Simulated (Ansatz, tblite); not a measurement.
# In9P10 zinc blende ring sphere (In₉P₁₀H₂₈+): a ladder of methods and basis sets

How do method and basis change the picture of In9P10 zinc blende ring sphere (In₉P₁₀H₂₈+) (singlet)?

Method: level and basis change from run to run; program: Ansatz 0.2.0, Gaussian basis.

Levels to be run: GFN1-xTB, GFN2-xTB, PBE-D4/def2-SVP, r2SCAN-D4/def2-SVP, r2SCANh-D4/def2-SVP, r2SCAN0-D4/def2-SVP, B3LYP-D4/def2-SVP, r2SCAN-D4/def2-mTZVP, HF/STO-3G, MP2/def2-SVP, RPA/def2-SVP.

## 1. The relaxed structure

The singlet was relaxed beforehand with PBE-D4/def2-SVP.

47 atoms, charge 1, spin multiplicity 1.

Bond lengths: P1–In11 2.691 Å, P1–In12 2.600 Å, P1–H20 1.432 Å, P1–H21 1.432 Å, P2–In12 2.600 Å, P2–In13 2.690 Å, P2–H22 1.433 Å, P2–H23 1.432 Å, P3–In11 2.691 Å, P3–In15 2.600 Å, P3–H24 1.432 Å, P3–H25 1.432 Å, P4–In12 2.579 Å, P4–In15 2.579 Å, P4–In16 2.579 Å, P4–H26 1.432 Å, P5–In15 2.600 Å, P5–In17 2.691 Å and more. Angles: In11–P1–In12 132.3°, In11–P1–H20 107.1°, In11–P1–H21 108.0°, In12–P1–H20 101.9°, In12–P1–H21 104.9°, H20–P1–H21 97.2°, In12–P2–In13 132.4°, In12–P2–H22 104.8°, In12–P2–H23 101.9°, In13–P2–H22 108.0°, In13–P2–H23 107.1°, H22–P2–H23 97.2°, In11–P3–In15 132.3°, In11–P3–H24 108.0°, In11–P3–H25 107.1°, In15–P3–H24 104.8°, In15–P3–H25 101.9°, H24–P3–H25 97.2° and more.

In takes a core potential in the def2 sets. No spin-orbit coupling is included. The ion is computed in the gas phase, without counter-ions or solvent.

PBE0-D4/def2-SVP was run before; its log isn't repeated, and its numbers join the tables.

## 2. GFN1-xTB

Tight binding, by tblite at 300 K electronic temperature and without a spin-polarisation term:

```python
tblite.interface.Calculator('GFN1-xTB', numbers, positions, charge=1, uhf=0).singlepoint()
```

Energy -1503.6685 eV, HOMO -11.94 eV, LUMO -8.93 eV; 0.33 s.

## 3. GFN2-xTB

Tight binding, by tblite at 300 K electronic temperature and without a spin-polarisation term:

```python
tblite.interface.Calculator('GFN2-xTB', numbers, positions, charge=1, uhf=0).singlepoint()
```

Energy -1364.7865 eV, HOMO -13.06 eV, LUMO -10.34 eV; 0.29 s.

## 4. PBE-D4/def2-SVP

start.molden holds the orbitals of an earlier run on this state, given as this run's starting guess.

Contents of in.yaml:

```yaml
crystal:
  periodic: [false, false, false]
  atoms:
    - {symbol: P, position_ang: [-3.565124, -0.696473, -2.328267]}
    - {symbol: P, position_ang: [-3.563901, 2.330364, 0.688817]}
    - {symbol: P, position_ang: [-0.694047, -3.567899, -2.324182]}
    - {symbol: P, position_ang: [-0.620330, -0.620152, 0.619967]}
    - {symbol: P, position_ang: [2.327996, -3.565815, 0.696957]}
    - {symbol: P, position_ang: [2.253125, -0.487382, -2.250596]}
    - {symbol: P, position_ang: [2.329720, -0.691017, 3.565699]}
    - {symbol: P, position_ang: [-0.484932, 2.250559, -2.255978]}
    - {symbol: P, position_ang: [2.248599, 2.253271, 0.486498]}
    - {symbol: P, position_ang: [-0.697653, 2.327481, 3.566399]}
    - {symbol: In, position_ang: [-3.105555, -3.109430, -3.426788]}
    - {symbol: In, position_ang: [-2.085726, 0.878331, -0.882254]}
    - {symbol: In, position_ang: [-3.114052, 3.418588, 3.107877]}
    - {symbol: In, position_ang: [0.515000, 0.508918, -3.981195]}
    - {symbol: In, position_ang: [0.880081, -2.088110, -0.877742]}
    - {symbol: In, position_ang: [0.877138, 0.879966, 2.088493]}
    - {symbol: In, position_ang: [3.422703, -3.107353, 3.111766]}
    - {symbol: In, position_ang: [3.976439, 0.510330, -0.506382]}
    - {symbol: In, position_ang: [0.504718, 3.977501, -0.510670]}
    - {symbol: H, position_ang: [-3.979822, 0.176520, -3.385350]}
    - {symbol: H, position_ang: [-4.820693, -0.755188, -1.641236]}
    - {symbol: H, position_ang: [-4.824379, 1.651356, 0.737595]}
    - {symbol: H, position_ang: [-3.966459, 3.393022, -0.183009]}
    - {symbol: H, position_ang: [-0.754180, -4.822220, -1.635004]}
    - {symbol: H, position_ang: [0.180188, -3.984917, -3.379286]}
    - {symbol: H, position_ang: [-1.447769, -1.445897, 1.446924]}
    - {symbol: H, position_ang: [1.643311, -4.822698, 0.752529]}
    - {symbol: H, position_ang: [3.387398, -3.977149, -0.174616]}
    - {symbol: H, position_ang: [2.997192, -1.468364, -2.990630]}
    - {symbol: H, position_ang: [1.649565, -0.741184, 4.825412]}
    - {symbol: H, position_ang: [3.391334, 0.181293, 3.969807]}
    - {symbol: H, position_ang: [-1.466295, 2.991805, -2.998396]}
    - {symbol: H, position_ang: [2.989489, 2.996550, 1.467450]}
    - {symbol: H, position_ang: [-0.751022, 1.643651, 4.823979]}
    - {symbol: H, position_ang: [0.172841, 3.388504, 3.976053]}
    - {symbol: H, position_ang: [-4.148811, -4.151947, -2.528904]}
    - {symbol: H, position_ang: [-2.761404, -2.768035, -5.076709]}
    - {symbol: H, position_ang: [-4.154417, 2.508511, 4.143006]}
    - {symbol: H, position_ang: [-2.780215, 5.072870, 2.777075]}
    - {symbol: H, position_ang: [-0.728599, -0.734529, -4.021837]}
    - {symbol: H, position_ang: [1.325639, 1.316298, -5.270896]}
    - {symbol: H, position_ang: [5.075602, -2.772188, 2.775465]}
    - {symbol: H, position_ang: [2.516772, -4.145408, 4.152822]}
    - {symbol: H, position_ang: [4.010171, -0.731968, 0.739115]}
    - {symbol: H, position_ang: [5.272183, 1.315707, -1.309605]}
    - {symbol: H, position_ang: [-0.741113, 4.008706, 0.731443]}
    - {symbol: H, position_ang: [1.309269, 5.275221, -1.311599]}
basis:
  gaussian: {orbitals: def2-SVP, fitting: {mean_field: def2-universal-jkfit}, initial_orbitals: start.molden}
total_charge: 1
hamiltonian: {xc: pbe, dispersion: d4}
scf: {omitted_lower_state_checks: [starts]}
output: {forces: true, orbitals: {seedname: orbitals}}
```

Command:

```
$ ansatz run in.yaml --threads 2 --pin off --events-out ev --progress --plain --max-ram 32768MiB --backend cuda --devices 0, --max-vram 18GiB
```

After this run come: r2SCAN-D4/def2-SVP; r2SCANh-D4/def2-SVP; r2SCAN0-D4/def2-SVP; B3LYP-D4/def2-SVP; r2SCAN-D4/def2-mTZVP; HF/STO-3G; MP2/def2-SVP; RPA/def2-SVP.

Q: Predict the results of all the runs planned. Wanted: gap in def2-SVP, functionals, smallest and largest; correlation energy, MP2/def2-SVP.

**Answer**, as computed:

| quantity | value |
| --- | --- |
| gap in def2-SVP, functionals, smallest and largest | 3.40 eV (PBE-D4), 5.32 eV (r2SCAN0-D4) |
| correlation energy, MP2/def2-SVP | -57.25 eV |

**Reading.** Orbital gaps of the functionals in def2-SVP span 3.40 eV (PBE-D4) to 5.32 eV (r2SCAN0-D4); exact exchange widens it.
